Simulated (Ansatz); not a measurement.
# Bi: the cost of one run

Program: Ansatz 0.2.0. Level of theory: DFT PBEsol, scalar-relativistic. These are calculated values, not measurements.

### Step 1. The starting structure

Symmetry: P6_3/mmc, No. 194, hexagonal system. Conventional cell: a = 4.539 Å, b = 4.539 Å, c = 11.829 Å, α = 90.00°, β = 90.00°, γ = 120.00°.

Coordinates:

```
Bi
1.0
     4.53900    0.00000    0.00000
    -2.26950    3.93089    0.00000
     0.00000    0.00000   11.82900
Bi
2
Direct
  0.33333 0.66667 0.25000
  0.66667 0.33333 0.75000
```

The structure is an experimental refinement, used without relaxation.

Atoms are numbered in the order of the input: Bi1, Bi2.

### Step 2. Volume × 0.94, LAPW

input.yaml

```yaml
crystal:
  lattice:
    - [4.446341641, 0.0, 0.0]
    - [-2.2231708206, 3.8506448151, 0.0]
    - [0.0, 0.0, 11.58752408]
  atoms:
    - { symbol: Bi, position: [0.3333333333, 0.6666666667, 0.25] }
    - { symbol: Bi, position: [0.6666666667, 0.3333333333, 0.75] }
kpoints:
  mp_grid: { grid: [9, 9, 3] }
  band_path:
    path:
      - [0.0, 0.0, 0.0]
      - [0.5, 0.0, 0.0]
      - [0.3333333333, 0.3333333333, 0.0]
      - [0.0, 0.0, 0.0]
      - [0.0, 0.0, 0.5]
      - [0.5, 0.0, 0.5]
      - [0.3333333333, 0.3333333333, 0.5]
      - [0.0, 0.0, 0.5]
      - [0.5, 0.0, 0.5]
    npoints: 5
scf:
  occupations: { method: fermi_dirac, width: 0.08 }
hamiltonian:
  xc: pbesol
  pseudopotentials: { kind: all_electron, lapw: { basis_error: 0.00025 } }
output:
  forces: true
  stress: true
  eigenvalues: true
```

On the command line:

```console
$ ansatz run input.yaml --threads 1 --pin off --max-ram 3072MiB --backend cpu --events-out ev --progress --plain --runs-dir out
```

**Question.** How long does this run take on 1 thread of Arm Neoverse V2, shared host, and how much memory does it need?

About 16 s, with a peak of 0.29 GiB.
